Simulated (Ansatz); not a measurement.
# GaPNH (triplet): the correlation ladder at a displaced geometry (v2), cc-pVDZ

Aim: climb from Hartree-Fock through coupled cluster for GaPNH (triplet) at one geometry and basis, and see what each rung misses.

Program: Ansatz 0.2.0, Gaussian basis. Level of theory: cc-pVDZ, core rule «outside noble gas», up to 20 orbitals frozen. These are calculated values, not measurements.

To be run: UHF; CCSD(T) on ROHF; CCSD(T) on UHF; BCCD(T) on ROHF; CISD as a restricted active space (open shells left free, so some higher excitations enter); CCSDT(Q) on ROHF; CCSDT(Q) on UHF.

35 further runs of the same task are left out: 8 for a known fault of the program, 9 that didn't finish, 18 set aside as unsound or not needed. Runs told in other sessions of the task aren't counted.

### 1 The geometry

The geometry is a PBE0/def2-TZVP stationary point (not a proven minimum) with its atoms shifted at random (size 0.100 Å). No spin-orbit coupling is included. The filled d shell of Ga may be among the frozen orbitals whatever the setting's name suggests.

4 atoms, charge 0, spin multiplicity 3.

Atoms are counted from 1 here; the program's logs count them from 0.

Bond lengths: Ga1–N3 1.936 Å, P2–N3 1.692 Å, N3–H4 1.071 Å. Angles: Ga1–N3–P2 120.5°, Ga1–N3–H4 120.1°, P2–N3–H4 119.2°.

### 2 UHF

Contents of in.yaml:

```yaml
crystal:
  periodic: [false, false, false]
  atoms:
    - {symbol: Ga, position_ang: [0.054862, 0.069419, 1.070557]}
    - {symbol: P, position_ang: [-0.110013, 0.234511, -2.072868]}
    - {symbol: N, position_ang: [-0.033392, -0.734814, -0.687816]}
    - {symbol: H, position_ang: [0.049716, -1.797165, -0.797544]}
basis:
  gaussian: {orbitals: cc-pVDZ}
magnetization: {spin_polarized: true, initial_magnetization: 2}
hamiltonian: {xc: hf}
output: {orbitals: {seedname: orbitals}}
```

Launch:

```bash
ansatz run in.yaml --threads 1 --pin off --events-out ev --progress --plain --max-ram 2393MiB
```

The runs that follow: CCSD(T) on ROHF; CCSD(T) on UHF; BCCD(T) on ROHF; CISD as a restricted active space (open shells left free, so some higher excitations enter); CCSDT(Q) on ROHF; CCSDT(Q) on UHF.

Q: Predict the results of all the runs planned. Wanted: UCCSDT(Q) from the RHF energy; RMP2 from UCCSDT(Q); UMP2 from UCCSDT(Q); RCCSD from UCCSDT(Q); RCCSD(T) from UCCSDT(Q); UCCSD(T) from UCCSDT(Q); RCCSDT(Q) from UCCSDT(Q); T1 diagnostic.

The runs gave:

| quantity | value |
| --- | --- |
| UCCSDT(Q) from the ROHF energy | -9.3775 eV |
| RMP2 from UCCSDT(Q) | +112.8 kJ/mol |
| UMP2 from UCCSDT(Q) | +117.4 kJ/mol |
| RCCSD from UCCSDT(Q) | +35.0 kJ/mol |
| RCCSD(T) from UCCSDT(Q) | +5.4 kJ/mol |
| UCCSD(T) from UCCSDT(Q) | +5.4 kJ/mol |
| RCCSDT(Q) from UCCSDT(Q) | +0.3 kJ/mol |
| levels within 1 kcal/mol (43 meV) | RCCSDT, UCCSDT, RCCSDT(Q) |
| T1 diagnostic | 0.026 |

What this shows: RCCSD(T) misses by +5.4 kJ/mol, 0.6 % of the correlation energy. These misses are within one basis, not against nature; the frozen cores of restricted and unrestricted runs differ, which can shift their rows.
